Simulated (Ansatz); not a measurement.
# Si3NH9: small, medium and large basis sets

The task here is to estimate one member of a computed series from the others.

Program: Ansatz 0.2.0, Gaussian basis. Level of theory: one geometry, several basis sets. These are calculated values, not measurements.

Levels to be run: PBE0-D4/def2-SVP; ωB97M-V/def2-SVP; PBE0-D4/def2-QZVPP; ωB97M-V/def2-QZVPP; the functionals' def2-TZVPP values are taken from earlier runs.

### Structure used throughout

All runs share one geometry, relaxed beforehand with PBE0-D4 in a triple-zeta def2 set.

SMILES `N[SiH]([SiH3])[SiH3]`, 13 atoms, charge 0, spin multiplicity 1.

Atoms are counted from 1 here; the program's logs count them from 0.

Bond lengths: N1–Si2 1.729 Å, N1–H5 1.008 Å, N1–H6 1.008 Å, Si2–Si3 2.340 Å, Si2–Si4 2.340 Å, Si2–H7 1.500 Å, Si3–H8 1.488 Å, Si3–H9 1.491 Å, Si3–H10 1.489 Å, Si4–H11 1.491 Å, Si4–H12 1.488 Å, Si4–H13 1.489 Å. Angles: Si2–N1–H5 119.7°, Si2–N1–H6 119.7°, H5–N1–H6 110.6°, N1–Si2–Si3 108.5°, N1–Si2–Si4 108.5°, N1–Si2–H7 115.3°, Si3–Si2–Si4 110.2°, Si3–Si2–H7 107.2°, Si4–Si2–H7 107.2°, Si2–Si3–H8 111.0°, Si2–Si3–H9 110.8°, Si2–Si3–H10 109.8°, H8–Si3–H9 108.2°, H8–Si3–H10 108.7°, H9–Si3–H10 108.3°, Si2–Si4–H11 110.8°, Si2–Si4–H12 111.0°, Si2–Si4–H13 109.8° and more.

Geometry (Å):

```csv
atom,x (Å),y (Å),z (Å)
N1,-1.43387,1.21547,-0.50204
Si2,0.11865,0.45675,-0.45788
Si3,0.97592,0.64945,1.71083
Si4,-0.14058,-1.79843,-1.02606
H5,-1.54734,2.14134,-0.12064
H6,-2.02963,1.08631,-1.30449
H7,1.14163,1.03376,-1.39137
H8,0.16043,-0.13430,2.67727
H9,0.98085,2.07314,2.15321
H10,2.37595,0.14512,1.74673
H11,-0.85060,-1.93762,-2.32956
H12,-0.92577,-2.52193,0.00997
H13,1.19497,-2.44375,-1.15117
```

The first run:

File in.yaml:

```yaml
crystal:
  periodic: [false, false, false]
  atoms:
    - {symbol: N, position_ang: [-1.433866, 1.215468, -0.502045]}
    - {symbol: Si, position_ang: [0.118653, 0.456751, -0.457879]}
    - {symbol: Si, position_ang: [0.975921, 0.649448, 1.710826]}
    - {symbol: Si, position_ang: [-0.140584, -1.798429, -1.026056]}
    - {symbol: H, position_ang: [-1.547343, 2.141337, -0.120640]}
    - {symbol: H, position_ang: [-2.029630, 1.086315, -1.304491]}
    - {symbol: H, position_ang: [1.141629, 1.033764, -1.391366]}
    - {symbol: H, position_ang: [0.160425, -0.134304, 2.677267]}
    - {symbol: H, position_ang: [0.980849, 2.073140, 2.153214]}
    - {symbol: H, position_ang: [2.375950, 0.145116, 1.746729]}
    - {symbol: H, position_ang: [-0.850604, -1.937624, -2.329561]}
    - {symbol: H, position_ang: [-0.925773, -2.521928, 0.009970]}
    - {symbol: H, position_ang: [1.194973, -2.443754, -1.151167]}
basis:
  gaussian: {orbitals: def2-SVP}
hamiltonian: {xc: pbe0, dispersion: d4}
output: {orbitals: {seedname: orbitals}}
```

On the command line:

```console
> ansatz run in.yaml --threads 4 --pin off --events-out ev --progress --plain --max-ram 10444MiB
```

Among the steps run: PBE0-D4 in def2-SVP; ωB97M-V in def2-SVP; PBE0-D4 in def2-QZVPP; ωB97M-V in def2-QZVPP.

One table of the session follows, with a row left open; its other results are not shown here.

It belongs to the step «Density functionals: the series». 

| functional | basis | HOMO (eV) |
| --- | --- | --- |
| PBE0-D4 | def2-SVP | -7.19 |
| PBE0-D4 | def2-TZVPP | -7.38 |
| PBE0-D4 | def2-QZVPP | -7.41 |
| ωB97M-V | def2-SVP | ? |
| ωB97M-V | def2-TZVPP | -9.65 |
| ωB97M-V | def2-QZVPP | -9.68 |

Estimate the missing values for ωB97M-V, def2-SVP.

**Answer.** HOMO (eV): -9.43. In the column «HOMO (eV)» it lies between ωB97M-V, def2-TZVPP (-9.65) and PBE0-D4, def2-QZVPP (-7.41).
